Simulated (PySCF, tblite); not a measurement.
**C₅H₁₀NOP: infrared bands and NMR shifts**

Wanted: the infrared bands and NMR shifts of C₅H₁₀NOP (`COC1=CP1N(C)C`), by calculation.

The runs use tblite 0.8.0 and PySCF 2.14.0, with density-fitted response routines of our own; the level of theory stands in each step. All values are computed, except where a source is named. Atoms count from 0, in the outputs and in this text.

**1. The starting structure**

18 atoms, charge 0, multiplicity 1; geometry from: GFN2-xTB.

Bonds of the start (Å): C0–O1 1.42, O1–C2 1.32, C2–C3 1.33, C3–P4 1.83, P4–N5 1.73, N5–C6 1.44, N5–C7 1.45, P4–C2 1.82, C0–H8 1.09, C0–H9 1.09, C0–H10 1.09, C3–H11 1.07, C6–H12 1.09, C6–H13 1.10, C6–H14 1.09, C7–H15 1.09, C7–H16 1.09, C7–H17 1.10.

**2. Harmonic vibrations with GFN2-xTB**

Job settings and geometry (Å):

```
{"job": {"kind": "ir", "xc": "GFN2-xTB", "basis": "xTB"}, "charge": 0, "multiplicity": 1}
C      2.741347    -0.965655    -0.354743
O      2.515232     0.432930    -0.301915
C      1.465948     0.829181     0.399926
C      0.781956     1.905062     0.764443
P      0.027950     0.376324     1.418898
N     -1.127257    -0.161862     0.252330
C     -1.302408     0.433081    -1.049603
C     -2.331862    -0.772705     0.771320
H      3.808547    -1.137411    -0.211023
H      2.174060    -1.479705     0.425900
H      2.439328    -1.346876    -1.334207
H      0.764495     2.969401     0.676963
H     -1.579215    -0.343391    -1.768064
H     -2.089275     1.197406    -1.048595
H     -0.371250     0.894329    -1.375194
H     -2.132473    -1.153801     1.771967
H     -2.627086    -1.605940     0.127258
H     -3.166797    -0.064051     0.822679
```

**Question.** This job is followed by: GIAO PBE0/pcSseg-1 NMR shielding, non-relativistic, gas phase. Predict these results of the whole session: strongest single infrared mode (GFN2-xTB); zero-point energy (GFN2-xTB); ¹³C shifts against TMS (PBE0/pcSseg-1, means over atoms taken as alike); ¹H shifts against TMS (PBE0/pcSseg-1, means over atoms taken as alike); ¹⁷O shifts against H2O (PBE0/pcSseg-1); ³¹P shifts against H3PO4 (PBE0/pcSseg-1); ¹⁵N shifts against NH3 (PBE0/pcSseg-1).

As calculated:

```
                                                               quantity                        value
                              strongest single infrared mode (GFN2-xTB)        1753 cm⁻¹, 261 km/mol
                                           zero-point energy (GFN2-xTB)                88.8 kcal/mol
¹³C shifts against TMS (PBE0/pcSseg-1, means over atoms taken as alike)  172.6, 95.9, 64.2, 37.8 ppm
 ¹H shifts against TMS (PBE0/pcSseg-1, means over atoms taken as alike)         6.05, 4.24, 2.51 ppm
                                 ¹⁷O shifts against H2O (PBE0/pcSseg-1)                    112.8 ppm
                               ³¹P shifts against H3PO4 (PBE0/pcSseg-1)                    -98.5 ppm
                                 ¹⁵N shifts against NH3 (PBE0/pcSseg-1)                     53.6 ppm
```

The lowest mode is imaginary (69i cm⁻¹), so the xTB geometry is not a minimum. The strongest single mode, at 1753 cm⁻¹, moves mainly C2. GFN2-xTB is a fitted tight-binding method: band positions and strengths are rough. Its intensities can rank the bands wrongly. The most deshielded carbon is C2 (alkene carbon bearing oxygen), at 172.6 ppm: an sp2 carbon further deshielded by the attached heteroatom. The most deshielded hydrogen is H11 (hydrogen on a β carbon of an enol-ether or enamine type C=C), at 6.05 ppm: a vinylic proton, deshielded by the sp2 carbon and the C=C anisotropy. At PBE0/pcSseg-1: The widest tensor belongs to P4: span 665 ppm, with a paramagnetic part of -549 ppm.
